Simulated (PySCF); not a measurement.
# HBr: changing the method

Aim: see what other levels and later steps give for HBr.

The runs use PySCF 2.14.0; method and basis as typed in the scripts.

3 further runs of the same task are left out: 3 that didn't finish.

## Step 1: Where the work starts

HBr: 2 atoms, charge 0, spin multiplicity 1.

Bond lengths: H1–Br2 1.435 Å.

## Step 2: The base run

File input.py:

```python
from pyscf import gto, scf, cc

mol = gto.M(
    atom='H 0 0 0; Br 0 0 1.435',
    basis='6-31g',
    charge=0,
    spin=0,
    symmetry=True,
    verbose=4,
)
mf = scf.RHF(mol)
mf.kernel()
mycc = cc.CCSD(mf)
mycc.kernel()
e = mycc.eeccsd(nroots=6)[0]
print('roots (eV) =', (e*27.211386).round(3))
mf.dip_moment()
print('orbital energies (hartree):', mf.mo_energy[..., max(0, mol.nelec[1]-3):mol.nelec[0]+3].round(4))
```

Run with:

```bash
$ OMP_NUM_THREADS=1 python input.py
```

## Step 3: Population analysis

Run 1 changes step after the SCF: eomee → analyze.

File input.py:

```python
from pyscf import gto, scf

mol = gto.M(
    atom='H 0 0 0; Br 0 0 1.435',
    basis='6-31g',
    charge=0,
    spin=0,
    symmetry=True,
    verbose=4,
)
mf = scf.RHF(mol)
mf.kernel()
mf.analyze()
print('orbital energies (hartree):', mf.mo_energy[..., max(0, mol.nelec[1]-3):mol.nelec[0]+3].round(4))
```

## Step 4: Lda,vwn (RKS)

Run 2 changes functional: none (Hartree–Fock) → lda,vwn; SCF type: RHF → RKS; step after the SCF: eomee → analyze.

File input.py:

```python
from pyscf import gto, dft

mol = gto.M(
    atom='H 0 0 0; Br 0 0 1.435',
    basis='6-31g',
    charge=0,
    spin=0,
    symmetry=True,
    verbose=4,
)
mf = dft.RKS(mol, xc='lda,vwn')
mf.kernel()
mf.analyze()
print('orbital energies (hartree):', mf.mo_energy[..., max(0, mol.nelec[1]-3):mol.nelec[0]+3].round(4))
```

## Step 5: Wb97x (RKS)

Run 3 changes functional: none (Hartree–Fock) → wb97x; SCF type: RHF → RKS; step after the SCF: eomee → analyze.

File input.py:

```python
from pyscf import gto, dft

mol = gto.M(
    atom='H 0 0 0; Br 0 0 1.435',
    basis='6-31g',
    charge=0,
    spin=0,
    symmetry=True,
    verbose=4,
)
mf = dft.RKS(mol, xc='wb97x')
mf.kernel()
mf.analyze()
print('orbital energies (hartree):', mf.mo_energy[..., max(0, mol.nelec[1]-3):mol.nelec[0]+3].round(4))
```

## Step 6: MP2

Run 4 changes step after the SCF: eomee → mp2; frozen orbitals: none → 9.

File input.py:

```python
from pyscf import gto, scf, mp

mol = gto.M(
    atom='H 0 0 0; Br 0 0 1.435',
    basis='6-31g',
    charge=0,
    spin=0,
    symmetry=True,
    verbose=4,
)
mf = scf.RHF(mol)
mf.kernel()
mp.MP2(mf, frozen=9).kernel()
mf.dip_moment()
print('orbital energies (hartree):', mf.mo_energy[..., max(0, mol.nelec[1]-3):mol.nelec[0]+3].round(4))
```

## Step 7: TDA

Run 5 changes step after the SCF: eomee → tda; number of roots: 6 → 3.

File input.py:

```python
from pyscf import gto, scf, tdscf

mol = gto.M(
    atom='H 0 0 0; Br 0 0 1.435',
    basis='6-31g',
    charge=0,
    spin=0,
    symmetry=True,
    verbose=4,
)
mf = scf.RHF(mol)
mf.kernel()
td = tdscf.TDA(mf)
td.nstates = 3
td.kernel()
td.analyze()
mf.dip_moment()
print('orbital energies (hartree):', mf.mo_energy[..., max(0, mol.nelec[1]-3):mol.nelec[0]+3].round(4))
```

## Step 8: Pbe0 (RKS)

Run 6 changes functional: none (Hartree–Fock) → pbe0; SCF type: RHF → RKS; step after the SCF: eomee → analyze.

File input.py:

```python
from pyscf import gto, dft

mol = gto.M(
    atom='H 0 0 0; Br 0 0 1.435',
    basis='6-31g',
    charge=0,
    spin=0,
    symmetry=True,
    verbose=4,
)
mf = dft.RKS(mol, xc='pbe0')
mf.kernel()
mf.analyze()
print('orbital energies (hartree):', mf.mo_energy[..., max(0, mol.nelec[1]-3):mol.nelec[0]+3].round(4))
```

**Question.** What will these runs give? Wanted: for each run, E(SCF); from base; gap; SCF dipole; after the SCF.

As calculated:

| run | E(SCF) (hartree) | from base (eV) | cycles | gap (eV) | SCF dipole (D) | after the SCF |
| --- | --- | --- | --- | --- | --- | --- |
| base | -2572.619725 | 0 | 8 | 15.48 | 1.42 | CCSD correlation -5.388 eV, first root 6.57 eV |
| population analysis | -2572.619725 | 0.0000 | 8 | 15.48 | 1.42 | n/a |
| lda,vwn (RKS) | -2570.799257 | not comparable | 7 | 6.30 | 1.50 | n/a |
| wb97x (RKS) | -2574.395758 | not comparable | 7 | 13.41 | 1.42 | n/a |
| MP2 | -2572.619725 | 0.0000 | 8 | 15.48 | 1.42 | MP2 correlation -4.687 eV, core frozen |
| TDA | -2572.619725 | 0.0000 | 8 | 15.48 | 1.42 | lowest root found 7.58 eV |
| pbe0 (RKS) | -2574.071177 | not comparable | 7 | 8.71 | 1.43 | n/a |

In words: The gap between the frontier levels is 6.3 eV with lda,vwn (0 % exact exchange) and 8.7 eV with pbe0 (25 %): exact exchange opens it. Total energies of different functionals can't be compared with each other; differences within one functional can.
